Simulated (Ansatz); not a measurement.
# CH₄BFN₂: up Jacob's ladder to CCSD(T)

One table from this session's results is given with a row withheld; the runs are named, their logs left out.

The runs use Ansatz 0.2.0, Gaussian basis; functionals in def2-TZVPP, the program's frozen cores in correlated methods.

The runs, in order: LDA (SPW92), PBE-D4, revPBE-D4, BLYP-D4, r2SCAN-D4, B97M-V, PBE0-D4, B3LYP-D4, r2SCANh-D4, r2SCAN0-D4, HSE06-D4, BHLYP-D4, CAM-B3LYP-D4, LC-ωPBE, ωB97X-V, ωB97M-V, B2PLYP, PBE-QIDH; CCSD(T)/def2-SVP; CCSD(T)/def2-TZVPP; MP2/def2-QZVPP; extrapolation to the limit; RPA on PBE.

## The relaxed structure

An earlier PBE0-D4 in a triple-zeta def2 set relaxation fixed the geometry.

SMILES `N=C(N)BF`, 9 atoms, charge 0, spin multiplicity 1.

Atoms are counted from 1 here; the program's logs count them from 0.

Bond lengths: N1–C2 1.284 Å, N1–H6 1.017 Å, C2–N3 1.361 Å, C2–B4 1.570 Å, N3–H7 1.003 Å, N3–H8 1.006 Å, B4–F5 1.323 Å, B4–H9 1.197 Å. Angles: C2–N1–H6 109.7°, N1–C2–N3 120.6°, N1–C2–B4 121.4°, N3–C2–B4 118.0°, C2–N3–H7 119.9°, C2–N3–H8 118.4°, H7–N3–H8 118.2°, C2–B4–F5 119.8°, C2–B4–H9 121.6°, F5–B4–H9 118.5°.

The first run:

in.yaml reads:

```yaml
crystal:
  periodic: [false, false, false]
  atoms:
    - {symbol: N, position_ang: [0.364804, 0.301810, -1.546732]}
    - {symbol: C, position_ang: [0.118811, -0.082269, -0.346129]}
    - {symbol: N, position_ang: [0.471351, -1.329024, 0.069081]}
    - {symbol: B, position_ang: [-0.601208, 0.859760, 0.682740]}
    - {symbol: F, position_ang: [-0.746963, 0.472508, 1.938866]}
    - {symbol: H, position_ang: [-0.001280, 1.239570, -1.688452]}
    - {symbol: H, position_ang: [0.451970, -1.554828, 1.045967]}
    - {symbol: H, position_ang: [1.042671, -1.892432, -0.538431]}
    - {symbol: H, position_ang: [-1.011657, 1.938606, 0.365988]}
basis:
  gaussian: {orbitals: def2-TZVPP}
hamiltonian: {xc: lda}
output: {orbitals: {seedname: orbitals}}
```

Steps of the session up to this table: LDA; PBE-D4 (GGA); revPBE-D4 (GGA); BLYP-D4 (GGA); r2SCAN-D4 (meta-GGA); B97M-V (meta-GGA); PBE0-D4 (hybrid); B3LYP-D4 (hybrid); r2SCANh-D4 (hybrid); r2SCAN0-D4 (hybrid); HSE06-D4 (hybrid); BHLYP-D4 (hybrid); CAM-B3LYP-D4 (range-separated); LC-ωPBE (range-separated); ωB97X-V (range-separated); ωB97M-V (range-separated); B2PLYP (double hybrid); PBE-QIDH (double hybrid).

One table of the session follows, with a row left open; its other results are not shown here.

It belongs to the step «Orbital energies across the functionals». 

```
  functional  HOMO (eV)  LUMO (eV)  gap (eV)
 LDA (SPW92)      -6.12      -3.08      3.04
      PBE-D4      -5.93      -2.78      3.15
   revPBE-D4          ?          ?         ?
     BLYP-D4      -5.79      -2.64      3.15
   r2SCAN-D4      -6.16      -2.56      3.61
      B97M-V      -6.19      -2.55      3.64
     PBE0-D4      -7.15      -1.83      5.32
    B3LYP-D4      -6.93      -2.07      4.87
  r2SCANh-D4      -6.63      -2.21      4.41
  r2SCAN0-D4      -7.33      -1.70      5.63
    HSE06-D4      -6.75      -2.22      4.54
    BHLYP-D4      -8.28      -0.81      7.47
CAM-B3LYP-D4      -8.51      -0.72      7.79
     LC-ωPBE      -9.86       0.50     10.35
     ωB97X-V      -9.48       0.42      9.91
     ωB97M-V      -9.40       0.26      9.66
```

Q: Estimate the row for revPBE-D4 from the others.

The run gave: HOMO (eV): -5.85; LUMO (eV): -2.66; gap (eV): 3.19. In the column «HOMO (eV)» it lies between PBE-D4 (-5.93) and BLYP-D4 (-5.79).
